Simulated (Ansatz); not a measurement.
**AlBH6N2: small, medium and large basis sets**

The task here is to estimate one member of a computed series from the others.

The runs use Ansatz 0.2.0, Gaussian basis; one geometry, several basis sets.

Plan: PBE0-D4/def2-SVP; ωB97M-V/def2-SVP; PBE0-D4/def2-QZVPP; ωB97M-V/def2-QZVPP; the functionals' def2-TZVPP values are taken from earlier runs.

### Structure used throughout

All runs share one geometry, relaxed beforehand with PBE0-D4 in a triple-zeta def2 set.

SMILES `[BH2][Al]([NH2])[NH2]`, 10 atoms, charge 0, spin multiplicity 1.

Atoms are counted from 1 here; the program's logs count them from 0.

Bond lengths: B1–Al2 2.129 Å, B1–H5 1.200 Å, B1–H6 1.200 Å, Al2–N3 1.776 Å, Al2–N4 1.776 Å, N3–H7 1.007 Å, N3–H8 1.007 Å, N4–H9 1.007 Å, N4–H10 1.007 Å. Angles: Al2–B1–H5 122.9°, Al2–B1–H6 122.9°, H5–B1–H6 114.2°, B1–Al2–N3 120.8°, B1–Al2–N4 120.8°, N3–Al2–N4 118.3°, Al2–N3–H7 126.5°, Al2–N3–H8 123.6°, H7–N3–H8 109.9°, Al2–N4–H9 123.6°, Al2–N4–H10 126.5°, H9–N4–H10 109.9°.

The first run:

Contents of in.yaml:

```yaml
crystal:
  periodic: [false, false, false]
  atoms:
    - {symbol: B, position_ang: [-1.679499, 0.368911, -1.043379]}
    - {symbol: Al, position_ang: [0.099770, -0.025136, 0.056661]}
    - {symbol: N, position_ang: [0.967370, -1.562583, -0.135644]}
    - {symbol: N, position_ang: [0.754068, 1.175112, 1.190121]}
    - {symbol: H, position_ang: [-1.816294, 0.059164, -2.195044]}
    - {symbol: H, position_ang: [-2.633495, 0.918704, -0.565235]}
    - {symbol: H, position_ang: [1.747051, -1.883530, 0.414920]}
    - {symbol: H, position_ang: [0.732090, -2.251784, -0.830858]}
    - {symbol: H, position_ang: [0.273254, 2.022848, 1.442776]}
    - {symbol: H, position_ang: [1.638785, 1.127292, 1.668683]}
basis:
  gaussian: {orbitals: def2-SVP}
hamiltonian: {xc: pbe0, dispersion: d4}
output: {orbitals: {seedname: orbitals}}
```

Command:

```bash
> ansatz run in.yaml --threads 2 --pin off --events-out ev --progress --plain --max-ram 4352MiB
```

Steps of the session up to this table: PBE0-D4 in def2-SVP; ωB97M-V in def2-SVP; PBE0-D4 in def2-QZVPP; ωB97M-V in def2-QZVPP.

One table of the session follows, with a row left open; its other results are not shown here.

It belongs to the step «Functionals by basis». 

```
functional       basis  HOMO (eV)  LUMO (eV)
   PBE0-D4    def2-SVP      -6.51      -2.10
   PBE0-D4  def2-TZVPP      -6.81      -2.24
   PBE0-D4  def2-QZVPP      -6.88      -2.28
   ωB97M-V    def2-SVP          ?          ?
   ωB97M-V  def2-TZVPP      -9.18      -0.30
   ωB97M-V  def2-QZVPP      -9.25      -0.39
```

Estimate the missing values for ωB97M-V, def2-SVP.

**Answer.** HOMO (eV): -8.85; LUMO (eV): -0.05. In the column «HOMO (eV)» it lies between ωB97M-V, def2-TZVPP (-9.18) and PBE0-D4, def2-QZVPP (-6.88).
